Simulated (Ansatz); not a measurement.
# In3GaP2: the cost of one run

Method: DFT PBE, scalar-relativistic, plane waves, PAW, in Ansatz 0.2.0.

**1. Starting point**

It takes space group P6/mmm (No. 191, hexagonal). Conventional cell: a = 6.175 Å, b = 6.175 Å, c = 4.967 Å, α = 90.00°, β = 90.00°, γ = 120.00°. In (site symmetry mmm) has 2 P at 1.78 Å as nearest neighbours. Ga (site symmetry 6/mmm) has 6 In at 3.09 Å as nearest neighbours. P (site symmetry -6m2) has 3 In at 1.78 Å as nearest neighbours.

Coordinates:

```
CELL_PARAMETERS angstrom
6.17514 0.00000 0.00000
-3.08757 5.34783 0.00000
0.00000 0.00000 4.96740
ATOMIC_POSITIONS crystal
In 0.50000 0.00000 0.00000
In 0.00000 0.50000 0.00000
In 0.50000 0.50000 0.00000
Ga 0.00000 0.00000 0.00000
P 0.33333 0.66667 0.00000
P 0.66667 0.33333 0.00000
```

Recipe of the guess: random cell by space group and Wyckoff sites (P6/mmm, No. 191). Lengths come from tabulated atomic sizes and are only a guess.

**2. The guess as it stands, on a coarse mesh**

Input file input.yaml:

```yaml
crystal:
  lattice:
    - [6.17514488, 0.0, 0.0]
    - [-3.08757244, 5.34783234, 0.0]
    - [0.0, 0.0, 4.96740102]
  atoms:
    - { symbol: In, position: [0.5, 0.0, 0.0] }
    - { symbol: In, position: [0.0, 0.5, 0.0] }
    - { symbol: In, position: [0.5, 0.5, 0.0] }
    - { symbol: Ga, position: [0.0, 0.0, 0.0] }
    - { symbol: P, position: [0.33333333, 0.66666667, 0.0] }
    - { symbol: P, position: [0.66666667, 0.33333333, 0.0] }
basis:
  ecutwfc: 420
kpoints:
  mp_grid: { grid: [3, 3, 4] }
hamiltonian:
  xc: pbe
scf:
  occupations: { method: gaussian, width: 0.1 }
  lower_state_search: "off"
output:
  forces: true
  stress: true
  eigenvalues: true
```

Run with:

```bash
$ ansatz run input.yaml --threads 1 --pin off --max-ram 2560MiB --backend cpu --events-out ev --progress --plain --runs-dir out
```

Q: Estimate wall time and peak memory on 1 thread of Intel Xeon at 2.50GHz (Skylake/Cascade Lake), shared host.

About 13 s, with a peak of 0.45 GiB.
